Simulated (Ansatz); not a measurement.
# In2Ni3S2 (R-3m): equation of state with a fit from a Python script

A script is to give an equation of state with a fit; the system is In2Ni3S2 (R-3m).

Computed with Ansatz 0.2.0, driven from Python. Level of theory: DFT LDA+U, plane waves, PAW.

### Step 1. The system

The structure is trigonal, space group R-3m (No. 166). Conventional cell: a = 5.378 Å, b = 5.378 Å, c = 13.482 Å, α = 90.00°, β = 90.00°, γ = 120.00°. In (site symmetry -3m) has 6 Ni at 2.69 Å and 2 S at 3.01 Å as nearest neighbours. In (site symmetry -3m) is surrounded by 6 Ni at 2.73 Å. Ni (site symmetry 2/m) is surrounded by 2 S at 2.15 Å. S (site symmetry 3m) has 3 Ni at 2.15 Å and 1 In at 3.01 Å as nearest neighbours.

No structure file is read: the coordinates are typed or built in the script.

### Step 2. The code

File in2ni3s2.py:

```python
from dataclasses import dataclass
import warnings

import ansatz as az
import numpy as np
from pymatgen.analysis.eos import EOS


@dataclass(frozen=True)
class RunConfig:
    xc: str = "lda"
    occupations: str = "fermi_dirac"
    width_ev: float = 0.05
    cutoff_ev: int = 500
    kgrid: tuple[int, ...] = (6, 6, 6)


settings = RunConfig()

VECTORS = np.array([
    [2.688842, 1.552404, 4.494035],
    [-2.688842, 1.552404, 4.494035],
    [0.0, -3.104808, 4.494035],
])
SITES = [
    ("In", (0.5, 0.5, 0.5), 0.0),
    ("In", (0.0, 0.0, 0.0), 0.0),
    ("Ni", (0.5, 0.0, 0.0), 1.0),
    ("Ni", (0.0, 0.5, 0.0), 1.0),
    ("Ni", (0.0, 0.0, 0.5), 1.0),
    ("S", (0.723081, 0.723081, 0.723081), 0.0),
    ("S", (0.276919, 0.276919, 0.276919), 0.0),
]


def build(cell):
    crystal = az.Crystal(lattice=az.Lattice.of(cell))
    for symbol, position, moment in SITES:
        crystal = crystal.atom(symbol, position, moment=moment or None)
    return crystal

warnings.simplefilter("ignore", az.DeckWarning)

volumes, energies, pressures = [], [], []
for scale in np.linspace(0.9, 1.1, 9):
    cell = VECTORS * scale ** (1 / 3)
    calc = (
        build(cell).calculation()
        .functional(settings.xc)
        .occupations(settings.occupations, width=settings.width_ev)
        .hubbard("Ni", "d", u_eff=4.5)
        .spin("collinear")
        .basis(settings.cutoff_ev)
        .kpoints(*settings.kgrid)
        .stress()
    )
    data = calc.run(threads=1).report
    volumes.append(abs(np.linalg.det(cell)) / len(SITES))
    energies.append(data["free_energy_ev"] / len(SITES))
    pressures.append(np.trace(data["stress_gpa"]) / 3)
    print(f"V = {volumes[-1]:8.4f} A^3/atom  F = {energies[-1]:.5f} eV/atom  P = {pressures[-1]:8.3f} GPa")

for form in ["pourier_tarantola", "vinet"]:
    fit = EOS(eos_name=form).fit(volumes, energies)
    print(f"{form:18s} V0 {fit.v0:8.4f} A^3/atom  B0 {fit.b0_GPa:7.1f} GPa  B1 {fit.b1:5.2f}")
```

### Step 3. What the engine is handed

The engine receives this input (first run):

```yaml
crystal:
  lattice:
    - [2.5960484078817707, 1.4988295826193179, 4.338943086546162]
    - [-2.5960484078817707, 1.4988295826193179, 4.338943086546162]
    - [0.0, -2.9976591652386357, 4.338943086546162]
  atoms:
    - { symbol: In, position: [0.5, 0.5, 0.5] }
    - { symbol: In, position: [0.0, 0.0, 0.0] }
    - { symbol: Ni, position: [0.5, 0.0, 0.0], spin: 1.0 }
    - { symbol: Ni, position: [0.0, 0.5, 0.0], spin: 1.0 }
    - { symbol: Ni, position: [0.0, 0.0, 0.5], spin: 1.0 }
    - { symbol: S, position: [0.723081, 0.723081, 0.723081] }
    - { symbol: S, position: [0.276919, 0.276919, 0.276919] }
basis:
  ecutwfc: 500.0
kpoints:
  mp_grid:
    grid: [6, 6, 6]
hamiltonian:
  xc: lda
  hubbard:
    - { species: Ni, l: d, u_eff: 4.5 }
magnetization:
  spin_polarized: true
scf:
  occupations:
    method: fermi_dirac
    width: 0.05
output:
  stress: true
```

### Step 4. Running it

Run with:

```sh
python in2ni3s2.py
```

Standard output:

```text
RunWarning: the starting moments were not kept: the SCF closed with an absolute magnetisation of 2.0e-5 μB, where they sum to 3 μB in size (3 sites). That is at most 0.1 of that sum. Measured as dr2_m measures the in/out step, that magnetisation stands [...]
V =  14.4711 A^3/atom  F = -4281.57444 eV/atom  P =    7.513 GPa
V =  14.8731 A^3/atom  F = -4281.58778 eV/atom  P =    3.235 GPa
V =  15.2751 A^3/atom  F = -4281.59120 eV/atom  P =   -0.410 GPa
V =  15.6770 A^3/atom  F = -4281.58618 eV/atom  P =   -3.513 GPa
V =  16.0790 A^3/atom  F = -4281.57396 eV/atom  P =   -6.155 GPa
V =  16.4810 A^3/atom  F = -4281.55562 eV/atom  P =   -8.402 GPa
V =  16.8830 A^3/atom  F = -4281.53210 eV/atom  P =  -10.287 GPa
RunWarning: the net moment that the starting moments add up to was not kept: the SCF closed with a net magnetisation of 2.7e-1 μB in size, at most 0.1 of the 3 μB that the starting moments add up to as vectors. Its absolute magnetisation is 3.7e-1 μB, where [...]
V =  17.2850 A^3/atom  F = -4281.50426 eV/atom  P =  -11.864 GPa
V =  17.6869 A^3/atom  F = -4281.47277 eV/atom  P =  -13.190 GPa
pourier_tarantola  V0  15.2281 A^3/atom  B0   129.7 GPa  B1  4.85
vinet              V0  15.2264 A^3/atom  B0   130.0 GPa  B1  5.09
```

(Warnings from the package without file and line, shortened, repeats left out.)

It took 23 min on 1 thread of Arm Neoverse V1, shared host; peak memory 1.8 GiB.

### Step 5. What changed from run to run

The engine's inputs for some of the other runs:

Run 3, against run 1:

```diff
@@ -3,3 +3,3 @@
-    - [2.5960484078817707, 1.4988295826193179, 4.338943086546162]
-    - [-2.5960484078817707, 1.4988295826193179, 4.338943086546162]
-    - [0.0, -2.9976591652386357, 4.338943086546162]
+    - [2.643259600913347, 1.5260869837261852, 4.417850197442101]
+    - [-2.643259600913347, 1.5260869837261852, 4.417850197442101]
+    - [0.0, -3.0521739674523705, 4.417850197442101]
```

Run 6, against run 1:

```diff
@@ -3,3 +3,3 @@
-    - [2.5960484078817707, 1.4988295826193179, 4.338943086546162]
-    - [-2.5960484078817707, 1.4988295826193179, 4.338943086546162]
-    - [0.0, -2.9976591652386357, 4.338943086546162]
+    - [2.7110648424863992, 1.5652343669636428, 4.531177469484397]
+    - [-2.7110648424863992, 1.5652343669636428, 4.531177469484397]
+    - [0.0, -3.1304687339272856, 4.531177469484397]
```

Run 9, against run 1:

```diff
@@ -3,3 +3,3 @@
-    - [2.5960484078817707, 1.4988295826193179, 4.338943086546162]
-    - [-2.5960484078817707, 1.4988295826193179, 4.338943086546162]
-    - [0.0, -2.9976591652386357, 4.338943086546162]
+    - [2.7756381302039297, 1.6025157803549261, 4.639102968664956]
+    - [-2.7756381302039297, 1.6025157803549261, 4.639102968664956]
+    - [0.0, -3.2050315607098523, 4.639102968664956]
```

### Step 6. Run by run

The 9 runs, in the order started:

```csv
run,volume (Å³/atom),energy from run 3 (meV/atom),pressure (GPa),moment (μB/cell),SCF cycles,CPU time (s)
1,14.471,16.76,7.51,0.00,24,190
2,14.873,3.42,3.24,0.00,25,200
3,15.275,0.00,-0.41,0.00,26,220
4,15.677,5.02,-3.51,0.00,20,77
5,16.079,17.24,-6.16,0.00,21,82
6,16.481,35.58,-8.40,0.00,25,96
7,16.883,59.11,-10.29,0.16,27,350
8,17.285,86.95,-11.86,0.27,20,82
9,17.687,118.43,-13.19,0.34,20,85
```

Energies are free energies F = E - TS of the smeared occupations. 

### Step 7. What came out

| quantity | value |
| --- | --- |
| runs compared | 9 |
| range of energy | 118.43 meV/atom |
| lowest point, volume (Å³/atom) | 15.275 |
| equilibrium volume (fit) | 15.23 Å³/atom |
| bulk modulus (fit) | 130 GPa |

A third-order Birch-Murnaghan fit through the 9 points (the script's own form differs a little) has its minimum at 15.23 Å³ an atom, 5.3 % below the typed cell, with a bulk modulus of 130 GPa and dB/dP = 5.2. From that minimum the energy rises by 16.8 meV an atom on the compressed side and 118.5 meV on the expanded side. The window is off centre, so dB/dP is rough. What to keep in mind:
- The SCF didn't keep the moments it started from (some shrank, vanished or turned); what is printed is the state reached.
- Shape and fractional positions are held along the curve, so the bulk modulus is an upper value where they are free to relax.
- The mesh is modest for a metal, so energies can be off by several to tens of meV an atom and pressures by half a GPa or more; differences at equal mesh fare better.
- Pressure is positive in compression.
- At these settings the cell as given stands under about -6 GPa, so it isn't at this functional's equilibrium volume.
- This cell is a computed structure, which may not be the phase found in nature. The starting moments were not kept in at least one run, so it stands on a weaker or other magnetic state than the one typed.
